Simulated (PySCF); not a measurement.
# A diatomic session: CoBr, part 2 of 2

PySCF 2.14.0; Co def2-TZVPPD, Br def2-TZVPPD; no relativity.

### 9 revPBE

Log of the SCF at 2.244 Å:

```text
******** <class 'pyscf.dft.uks_symm.SymAdaptedUKS'> ********
method = SymAdaptedUKS
initial guess = minao
damping factor = 0
level_shift factor = 0
DIIS = <class 'pyscf.scf.diis.CDIIS'>
diis_start_cycle = 1
diis_space = 10
diis_damp = 0
SCF conv_tol = 1e-09
SCF conv_tol_grad = None
SCF max_cycles = 60
direct_scf = False
max_memory 4900 MB (current use 1690 MB)
number electrons alpha = 32  beta = 30
XC library pyscf.dft.libxc version 7.0.0
    S. Lehtola, C. Steigemann, M. J.T. Oliveira, and M. A.L. Marques.,  SoftwareX 7, 1–5 (2018)
XC functionals = PBE_R,PBE
    Y. Zhang and W. Yang.,  Phys. Rev. Lett. 80, 890 (1998)
    J. P. Perdew, K. Burke, and M. Ernzerhof.,  Phys. Rev. Lett. 77, 3865 (1996)
    J. P. Perdew, K. Burke, and M. Ernzerhof.,  Phys. Rev. Lett. 78, 1396 (1997)
small_rho_cutoff = 0
Set gradient conv threshold to 3.16228e-05
init E= -3956.63760549816
cycle= 1 E= -3956.62765342238  delta_E= 0.00995  |g|= 0.246  |ddm|= 0.335
cycle= 2 E= -3956.31922449393  delta_E= 0.308  |g|= 1.22  |ddm|= 0.647
cycle= 3 E= -3956.63441549868  delta_E= -0.315  |g|= 0.13  |ddm|= 0.509
cycle= 4 E= -3956.64075134477  delta_E= -0.00634  |g|= 0.0844  |ddm|= 0.167
cycle= 5 E= -3956.64290700581  delta_E= -0.00216  |g|= 0.006  |ddm|= 0.0488
cycle= 6 E= -3956.6429179253  delta_E= -1.09e-05  |g|= 0.00233  |ddm|= 0.00469
cycle= 7 E= -3956.64291972695  delta_E= -1.8e-06  |g|= 0.000631  |ddm|= 0.00195
cycle= 8 E= -3956.6429199347  delta_E= -2.08e-07  |g|= 0.000439  |ddm|= 0.00114
cycle= 9 E= -3956.6429200564  delta_E= -1.22e-07  |g|= 0.000117  |ddm|= 0.000923
cycle= 10 E= -3956.64292007334  delta_E= -1.69e-08  |g|= 3.6e-05  |ddm|= 0.000567
cycle= 11 E= -3956.64292007393  delta_E= -5.83e-10  |g|= 8.85e-06  |ddm|= 7.21e-05
Extra cycle  E= -3956.64292007379  delta_E= 1.41e-10  |g|= 2.71e-05  |ddm|= 2.56e-05
converged SCF energy = -3956.64292007379  <S^2> = 2.0245379  2S+1 = 3.0163142
```

Re = 2.232 Å, ωe = 301 cm⁻¹, ωexe = 0.975 cm⁻¹, αe = 0.000464 cm⁻¹, Be = 0.1003 cm⁻¹, De = 3.90 eV, μ = -4.26 D.

### 10 B2PLYP

Output of the SCF at 2.244 Å:

```text
******** <class 'pyscf.dft.uks_symm.SymAdaptedUKS'> ********
method = SymAdaptedUKS
initial guess = minao
damping factor = 0
level_shift factor = 0
DIIS = <class 'pyscf.scf.diis.CDIIS'>
diis_start_cycle = 1
diis_space = 10
diis_damp = 0
SCF conv_tol = 1e-09
SCF conv_tol_grad = None
SCF max_cycles = 60
direct_scf = False
max_memory 4900 MB (current use 1690 MB)
number electrons alpha = 32  beta = 30
XC library pyscf.dft.libxc version 7.0.0
    S. Lehtola, C. Steigemann, M. J.T. Oliveira, and M. A.L. Marques.,  SoftwareX 7, 1–5 (2018)
XC functionals = 0.53*HF + 0.47*B88, 0.73*LYP
    A. D. Becke.,  Phys. Rev. A 38, 3098 (1988)
    C. Lee, W. Yang, and R. G. Parr.,  Phys. Rev. B 37, 785 (1988)
    B. Miehlich, A. Savin, H. Stoll, and H. Preuss.,  Chem. Phys. Lett. 157, 200 (1989)
small_rho_cutoff = 0
Set gradient conv threshold to 3.16228e-05
init E= -3956.09568087289
cycle= 1 E= -3956.09909337483  delta_E= -0.00341  |g|= 0.0587  |ddm|= 0.113
cycle= 2 E= -3956.0981565667  delta_E= 0.000937  |g|= 0.0962  |ddm|= 0.0598
cycle= 3 E= -3956.09980245995  delta_E= -0.00165  |g|= 0.0126  |ddm|= 0.0332
cycle= 4 E= -3956.09984494477  delta_E= -4.25e-05  |g|= 0.00341  |ddm|= 0.00779
cycle= 5 E= -3956.09986230378  delta_E= -1.74e-05  |g|= 0.00154  |ddm|= 0.00785
cycle= 6 E= -3956.09986691471  delta_E= -4.61e-06  |g|= 0.000579  |ddm|= 0.00434
cycle= 7 E= -3956.09986819389  delta_E= -1.28e-06  |g|= 0.000189  |ddm|= 0.00288
cycle= 8 E= -3956.09986833137  delta_E= -1.37e-07  |g|= 0.00019  |ddm|= 0.000632
cycle= 9 E= -3956.09986841756  delta_E= -8.62e-08  |g|= 0.000126  |ddm|= 0.000468
cycle= 10 E= -3956.0998685371  delta_E= -1.2e-07  |g|= 7.41e-05  |ddm|= 0.000843
cycle= 11 E= -3956.09986861702  delta_E= -7.99e-08  |g|= 3.29e-05  |ddm|= 0.00103
cycle= 12 E= -3956.0998686293  delta_E= -1.23e-08  |g|= 1.19e-05  |ddm|= 0.000504
cycle= 13 E= -3956.09986862971  delta_E= -4.06e-10  |g|= 1.12e-05  |ddm|= 7.46e-05
Extra cycle  E= -3956.09986862986  delta_E= -1.51e-10  |g|= 1.47e-05  |ddm|= 1.8e-05
converged SCF energy = -3956.09986862986  <S^2> = 2.0245827  2S+1 = 3.016344
```

Re = 2.240 Å, ωe = 304 cm⁻¹, ωexe = 0.924 cm⁻¹, αe = 0.000438 cm⁻¹, Be = 0.09956 cm⁻¹, De = 3.53 eV, μ = -5.81 D.

### 11 B97-3 (global hybrid GGA)

The SCF at the reference distance, 2.244 Å, printed:

```text
******** <class 'pyscf.dft.uks_symm.SymAdaptedUKS'> ********
method = SymAdaptedUKS
initial guess = minao
damping factor = 0
level_shift factor = 0
DIIS = <class 'pyscf.scf.diis.CDIIS'>
diis_start_cycle = 1
diis_space = 10
diis_damp = 0
SCF conv_tol = 1e-09
SCF conv_tol_grad = None
SCF max_cycles = 60
direct_scf = False
max_memory 4900 MB (current use 1665 MB)
number electrons alpha = 32  beta = 30
XC library pyscf.dft.libxc version 7.0.0
    S. Lehtola, C. Steigemann, M. J.T. Oliveira, and M. A.L. Marques.,  SoftwareX 7, 1–5 (2018)
XC functionals = HYB_GGA_XC_B97_3
    T. W. Keal and D. J. Tozer.,  J. Chem. Phys. 123, 121103 (2005)
small_rho_cutoff = 0
Set gradient conv threshold to 3.16228e-05
init E= -3956.58733128948
cycle= 1 E= -3956.58754097995  delta_E= -0.00021  |g|= 0.032  |ddm|= 0.119
cycle= 2 E= -3956.58678147676  delta_E= 0.00076  |g|= 0.0707  |ddm|= 0.0349
cycle= 3 E= -3956.58769202335  delta_E= -0.000911  |g|= 0.0101  |ddm|= 0.0258
cycle= 4 E= -3956.58771244147  delta_E= -2.04e-05  |g|= 0.00111  |ddm|= 0.00506
cycle= 5 E= -3956.58771385695  delta_E= -1.42e-06  |g|= 0.000625  |ddm|= 0.00183
cycle= 6 E= -3956.58771505712  delta_E= -1.2e-06  |g|= 0.000478  |ddm|= 0.00178
cycle= 7 E= -3956.58771616967  delta_E= -1.11e-06  |g|= 0.000217  |ddm|= 0.0025
cycle= 8 E= -3956.58771653193  delta_E= -3.62e-07  |g|= 7.03e-05  |ddm|= 0.00191
cycle= 9 E= -3956.58771656022  delta_E= -2.83e-08  |g|= 6.03e-05  |ddm|= 0.000543
cycle= 10 E= -3956.5877165628  delta_E= -2.58e-09  |g|= 1.21e-05  |ddm|= 0.000107
cycle= 11 E= -3956.58771656326  delta_E= -4.63e-10  |g|= 8.39e-06  |ddm|= 5.22e-05
Extra cycle  E= -3956.58771656332  delta_E= -5.09e-11  |g|= 1.75e-05  |ddm|= 2.18e-05
converged SCF energy = -3956.58771656332  <S^2> = 2.0239374  2S+1 = 3.015916
```

Re = 2.265 Å, ωe = 292.6 cm⁻¹, ωexe = 0.890 cm⁻¹, αe = 0.000430 cm⁻¹, Be = 0.09735 cm⁻¹, De = 3.30 eV, μ = -5.30 D. 2 min of CPU time for 12 points, integrals apart.

### 12 M06

The SCF at the reference distance, 2.244 Å, printed:

```text
******** <class 'pyscf.dft.uks_symm.SymAdaptedUKS'> ********
method = SymAdaptedUKS
initial guess = minao
damping factor = 0
level_shift factor = 0
DIIS = <class 'pyscf.scf.diis.CDIIS'>
diis_start_cycle = 1
diis_space = 10
diis_damp = 0
SCF conv_tol = 1e-09
SCF conv_tol_grad = None
SCF max_cycles = 60
direct_scf = False
max_memory 4900 MB (current use 1683 MB)
number electrons alpha = 32  beta = 30
XC library pyscf.dft.libxc version 7.0.0
    S. Lehtola, C. Steigemann, M. J.T. Oliveira, and M. A.L. Marques.,  SoftwareX 7, 1–5 (2018)
XC functionals = M06
    Y. Zhao and D. G. Truhlar.,  Theor. Chem. Acc. 120, 215 (2008)
    Y. Zhao and D. G. Truhlar.,  Theor. Chem. Acc. 120, 215 (2008)
small_rho_cutoff = 0
Set gradient conv threshold to 3.16228e-05
init E= -3956.80611463625
cycle= 1 E= -3956.80889655061  delta_E= -0.00278  |g|= 0.0669  |ddm|= 0.181
cycle= 2 E= -3956.80416794268  delta_E= 0.00473  |g|= 0.171  |ddm|= 0.0826
cycle= 3 E= -3956.8097527205  delta_E= -0.00558  |g|= 0.01  |ddm|= 0.0639
cycle= 4 E= -3956.80978541177  delta_E= -3.27e-05  |g|= 0.00259  |ddm|= 0.0105
cycle= 5 E= -3956.80979044735  delta_E= -5.04e-06  |g|= 0.0025  |ddm|= 0.00529
cycle= 6 E= -3956.80979369366  delta_E= -3.25e-06  |g|= 0.00107  |ddm|= 0.00299
cycle= 7 E= -3956.8097947786  delta_E= -1.08e-06  |g|= 0.00027  |ddm|= 0.00213
cycle= 8 E= -3956.80979508912  delta_E= -3.11e-07  |g|= 0.000152  |ddm|= 0.00143
cycle= 9 E= -3956.80979515586  delta_E= -6.67e-08  |g|= 6.16e-05  |ddm|= 0.000698
cycle= 10 E= -3956.80979516651  delta_E= -1.07e-08  |g|= 3.58e-05  |ddm|= 0.000306
cycle= 11 E= -3956.80979516754  delta_E= -1.03e-09  |g|= 1.31e-05  |ddm|= 7.54e-05
cycle= 12 E= -3956.80979516779  delta_E= -2.53e-10  |g|= 3.27e-06  |ddm|= 3.91e-05
Extra cycle  E= -3956.80979516784  delta_E= -5e-11  |g|= 2.64e-06  |ddm|= 1.43e-05
converged SCF energy = -3956.80979516784  <S^2> = 2.0351663  2S+1 = 3.0233533
```

Re = 2.231 Å, ωe = 315 cm⁻¹, ωexe = 0.941 cm⁻¹, αe = 0.000424 cm⁻¹, Be = 0.1004 cm⁻¹, De = 3.38 eV, μ = -4.72 D.

### 13 LC-ωPBE (range-separated hybrid)

The SCF at the reference distance, 2.244 Å, printed:

```text
******** <class 'pyscf.dft.uks_symm.SymAdaptedUKS'> ********
method = SymAdaptedUKS
initial guess = minao
damping factor = 0
level_shift factor = 0
DIIS = <class 'pyscf.scf.diis.CDIIS'>
diis_start_cycle = 1
diis_space = 10
diis_damp = 0
SCF conv_tol = 1e-09
SCF conv_tol_grad = None
SCF max_cycles = 60
direct_scf = False
max_memory 4900 MB (current use 1695 MB)
number electrons alpha = 32  beta = 30
XC library pyscf.dft.libxc version 7.0.0
    S. Lehtola, C. Steigemann, M. J.T. Oliveira, and M. A.L. Marques.,  SoftwareX 7, 1–5 (2018)
XC functionals = LC_WPBE
    O. A. Vydrov and G. E. Scuseria.,  J. Chem. Phys. 125, 234109 (2006)
small_rho_cutoff = 0
Set gradient conv threshold to 3.16228e-05
init E= -3956.39943747037
cycle= 1 E= -3956.40262870396  delta_E= -0.00319  |g|= 0.0542  |ddm|= 0.104
cycle= 2 E= -3956.40215865365  delta_E= 0.00047  |g|= 0.0818  |ddm|= 0.05
cycle= 3 E= -3956.4032445613  delta_E= -0.00109  |g|= 0.0143  |ddm|= 0.0265
cycle= 4 E= -3956.40329001227  delta_E= -4.55e-05  |g|= 0.00318  |ddm|= 0.00698
cycle= 5 E= -3956.40330636563  delta_E= -1.64e-05  |g|= 0.00136  |ddm|= 0.00678
cycle= 6 E= -3956.40331262725  delta_E= -6.26e-06  |g|= 0.00108  |ddm|= 0.00357
cycle= 7 E= -3956.40331883004  delta_E= -6.2e-06  |g|= 0.000766  |ddm|= 0.0044
cycle= 8 E= -3956.40332449223  delta_E= -5.66e-06  |g|= 0.000465  |ddm|= 0.00571
cycle= 9 E= -3956.40332782973  delta_E= -3.34e-06  |g|= 0.000277  |ddm|= 0.0058
cycle= 10 E= -3956.40332853098  delta_E= -7.01e-07  |g|= 0.000154  |ddm|= 0.00241
cycle= 11 E= -3956.40332875156  delta_E= -2.21e-07  |g|= 9.01e-05  |ddm|= 0.00159
cycle= 12 E= -3956.40332880727  delta_E= -5.57e-08  |g|= 4.4e-05  |ddm|= 0.000647
cycle= 13 E= -3956.40332881815  delta_E= -1.09e-08  |g|= 2.79e-05  |ddm|= 0.000235
cycle= 14 E= -3956.40332882066  delta_E= -2.51e-09  |g|= 1.75e-05  |ddm|= 0.000109
cycle= 15 E= -3956.40332882253  delta_E= -1.88e-09  |g|= 1.27e-05  |ddm|= 7.36e-05
cycle= 16 E= -3956.40332882443  delta_E= -1.9e-09  |g|= 8.62e-06  |ddm|= 9.96e-05
cycle= 17 E= -3956.40332882564  delta_E= -1.2e-09  |g|= 4.36e-06  |ddm|= 0.000117
cycle= 18 E= -3956.40332882579  delta_E= -1.56e-10  |g|= 2.18e-06  |ddm|= 4.34e-05
Extra cycle  E= -3956.40332882582  delta_E= -2.64e-11  |g|= 2.33e-06  |ddm|= 4.24e-06
converged SCF energy = -3956.40332882582  <S^2> = 2.0136124  2S+1 = 3.0090612
```

Re = 2.227 Å, ωe = 313 cm⁻¹, ωexe = 0.870 cm⁻¹, αe = 0.000418 cm⁻¹, Be = 0.1008 cm⁻¹, De = 4.05 eV, μ = -5.60 D.

### 14 UHF (mean field)

Log of the SCF at 2.244 Å:

```text
******** <class 'pyscf.scf.uhf_symm.SymAdaptedUHF'> ********
method = SymAdaptedUHF
initial guess = minao
damping factor = 0
level_shift factor = 0
DIIS = <class 'pyscf.scf.diis.CDIIS'>
diis_start_cycle = 1
diis_space = 10
diis_damp = 0
SCF conv_tol = 1e-09
SCF conv_tol_grad = None
SCF max_cycles = 60
direct_scf = False
max_memory 4900 MB (current use 1936 MB)
number electrons alpha = 32  beta = 30
Overwritten attributes  get_hcore get_jk get_k get_occ get_j  of <class 'pyscf.scf.uhf_symm.SymAdaptedUHF'>
<class 'pyscf.scf.uhf_symm.SymAdaptedUHF'> does not have attributes  refdm
Set gradient conv threshold to 3.16228e-05
init E= -3953.79144495915
cycle= 1 E= -3953.81852028984  delta_E= -0.0271  |g|= 0.112  |ddm|= 0.225
cycle= 2 E= -3953.82034009809  delta_E= -0.00182  |g|= 0.0936  |ddm|= 0.113
cycle= 3 E= -3953.82208936451  delta_E= -0.00175  |g|= 0.0267  |ddm|= 0.0365
cycle= 4 E= -3953.82243294471  delta_E= -0.000344  |g|= 0.00944  |ddm|= 0.0243
cycle= 5 E= -3953.82261311297  delta_E= -0.00018  |g|= 0.00521  |ddm|= 0.0203
cycle= 6 E= -3953.82273819115  delta_E= -0.000125  |g|= 0.00277  |ddm|= 0.0218
cycle= 7 E= -3953.82277857181  delta_E= -4.04e-05  |g|= 0.00215  |ddm|= 0.0117
cycle= 8 E= -3953.82279965968  delta_E= -2.11e-05  |g|= 0.0017  |ddm|= 0.00732
cycle= 9 E= -3953.82282582319  delta_E= -2.62e-05  |g|= 0.00111  |ddm|= 0.0123
cycle= 10 E= -3953.82284089716  delta_E= -1.51e-05  |g|= 0.000528  |ddm|= 0.0133
cycle= 11 E= -3953.82284292318  delta_E= -2.03e-06  |g|= 0.000342  |ddm|= 0.00471
cycle= 12 E= -3953.82284339214  delta_E= -4.69e-07  |g|= 0.000258  |ddm|= 0.00102
cycle= 13 E= -3953.82284381272  delta_E= -4.21e-07  |g|= 0.000181  |ddm|= 0.00106
cycle= 14 E= -3953.82284410134  delta_E= -2.89e-07  |g|= 0.000118  |ddm|= 0.00109
cycle= 15 E= -3953.82284423165  delta_E= -1.3e-07  |g|= 4.92e-05  |ddm|= 0.00116
cycle= 16 E= -3953.82284424192  delta_E= -1.03e-08  |g|= 1.56e-05  |ddm|= 0.000306
cycle= 17 E= -3953.82284424261  delta_E= -6.88e-10  |g|= 7.17e-06  |ddm|= 0.000107
Extra cycle  E= -3953.82284424267  delta_E= -6.64e-11  |g|= 4.79e-06  |ddm|= 1.05e-05
converged SCF energy = -3953.82284424267  <S^2> = 2.01671  2S+1 = 3.0111194
```

Re = 2.367 Å, ωe = 261.5 cm⁻¹, ωexe = 0.740 cm⁻¹, αe = 0.000377 cm⁻¹, Be = 0.08916 cm⁻¹, De = 0.81 eV, μ = -7.24 D. 1.8 min of CPU time for 12 points, integrals apart.

### 15 Adding correlation

Reference: UHF; core orbitals frozen: 14.

Correlation energy (eV) along the bond:

| R (Å) | MP2 | SCS-MP2 |
| --- | --- | --- |
| 1.930 | -26.438 | -24.179 |
| 2.020 | -26.224 | -24.010 |
| 2.109 | -26.031 | -23.856 |
| 2.177 | -25.902 | -23.753 |
| 2.244 | -25.788 | -23.661 |
| 2.311 | -25.686 | -23.579 |
| 2.401 | -25.568 | -23.485 |
| 2.513 | -25.446 | -23.387 |
| 2.648 | -25.328 | -23.293 |
| 2.827 | -25.209 | -23.198 |

UHF-MP2: Re = 2.220 Å, ωe = 309 cm⁻¹, ωexe = 0.857 cm⁻¹, αe = 0.000448 cm⁻¹, Be = 0.1014 cm⁻¹, De = 4.18 eV.

UHF-SCS-MP2: Re = 2.248 Å, ωe = 298.4 cm⁻¹, ωexe = 0.814 cm⁻¹, αe = 0.000433 cm⁻¹, Be = 0.09885 cm⁻¹, De = 3.73 eV.

### 16 The curves together

Energy (eV) from each level's lowest point:

| R (Å) | UHF | UHF-MP2 | UHF-SCS-MP2 | PBE | revPBE | PW91 | r²SCAN | PBE0 | B97-3 | M06 | LC-ωPBE | B2PLYP |
| --- | --- | --- | --- | --- | --- | --- | --- | --- | --- | --- | --- | --- |
| 1.930 | 1.517 | 0.796 | 0.928 | 0.748 | 0.829 | 0.739 | 0.790 | 0.875 | 0.999 | 0.887 | 0.844 | 0.893 |
| 2.020 | 0.830 | 0.323 | 0.410 | 0.296 | 0.351 | 0.290 | 0.321 | 0.380 | 0.462 | 0.378 | 0.355 | 0.389 |
| 2.109 | 0.397 | 0.083 | 0.131 | 0.069 | 0.101 | 0.066 | 0.081 | 0.115 | 0.160 | 0.108 | 0.098 | 0.119 |
| 2.177 | 0.195 | 0.009 | 0.031 | 0.003 | 0.018 | 0.001 | 0.007 | 0.024 | 0.045 | 0.019 | 0.015 | 0.025 |
| 2.244 | 0.071 | 0.000 | 0.000 | 0.000 | 0.000 | 0.000 | 0.000 | 0.000 | 0.000 | 0.000 | 0.000 | 0.000 |
| 2.311 | 0.010 | 0.040 | 0.020 | 0.045 | 0.031 | 0.046 | 0.042 | 0.027 | 0.008 | 0.034 | 0.037 | 0.026 |
| 2.401 | 0.000 | 0.148 | 0.105 | 0.157 | 0.125 | 0.160 | 0.153 | 0.119 | 0.079 | 0.139 | 0.144 | 0.118 |
| 2.513 | 0.071 | 0.341 | 0.273 | 0.350 | 0.299 | 0.356 | 0.348 | n/a | 0.231 | 0.332 | 0.340 | 0.294 |
| 2.648 | 0.232 | 0.620 | 0.529 | 0.623 | 0.551 | 0.630 | 0.627 | 0.555 | 0.469 | 0.612 | 0.626 | 0.555 |
| 2.827 | 0.516 | 1.023 | 0.907 | 1.006 | 0.911 | 1.015 | 1.023 | 0.932 | 0.823 | 1.011 | 1.040 | 0.934 |

The whole job (state search and all levels along the bond) took 25 min on 2 threads of Intel Xeon Platinum 8259CL @ 2.50GHz (shared host), peak memory 4.3 GiB.

### 17 Constants by level of theory

This closing draws on all 2 parts.

Lowest PBE0 solution found, without spin–orbit coupling: triplet, unpaired electrons π ↑, δ ↑. State 2 has its PBE0 minimum 0.07 eV higher. State 3 has its PBE0 minimum 0.31 eV higher. State 4 has its PBE0 minimum 0.60 eV higher. The other levels ran on the lowest alone.

| level | Re (Å) | ωe (cm⁻¹) | De (eV) | μ (D) |
| --- | --- | --- | --- | --- |
| UHF | 2.367 | 261.5 | 0.81 | -7.24 |
| UHF-MP2 | 2.220 | 309 | 4.18 | n/a |
| UHF-SCS-MP2 | 2.248 | 298.4 | 3.73 | n/a |
| PBE | 2.213 | 311 | 4.12 | -4.10 |
| revPBE | 2.232 | 301 | 3.90 | -4.26 |
| PW91 | 2.211 | 312 | 4.18 | -4.10 |
| r²SCAN | 2.218 | 313 | 3.88 | -4.73 |
| PBE0 | 2.239 | 302 | 3.49 | -5.18 |
| B97-3 | 2.265 | 292.6 | 3.30 | -5.30 |
| M06 | 2.231 | 315 | 3.38 | -4.72 |
| LC-ωPBE | 2.227 | 313 | 4.05 | -5.60 |
| B2PLYP | 2.240 | 304 | 3.53 | -5.81 |

De is counted to Co + Br in their ground configurations. A positive dipole means Co(−)Br(+).

Time per point (s) on 2 threads of Intel Xeon Platinum 8259CL at 2.50GHz, shared host (CPU time, shared integrals of 5 s apart; correlated levels include their reference); the times are rough: UHF 8.8, UHF-MP2 15, UHF-SCS-MP2 15, PBE 5.3, revPBE 3.6, PW91 3.6, r²SCAN 7.4, PBE0 21, B97-3 9.8, M06 12, LC-ωPBE 15, B2PLYP 14.

The methods spread over 0.157 Å in bond length, from PW91 to UHF. Of the levels with a De here, UHF gives the least (0.81 eV) and UHF-MP2 the most (4.18 eV).

Correlated steps freeze 14 core orbitals. B2PLYP dipoles, levels and charges come from its SCF part alone. With d or f electrons several states lie close, and the lowest PBE0 determinant need not be the measured ground state.
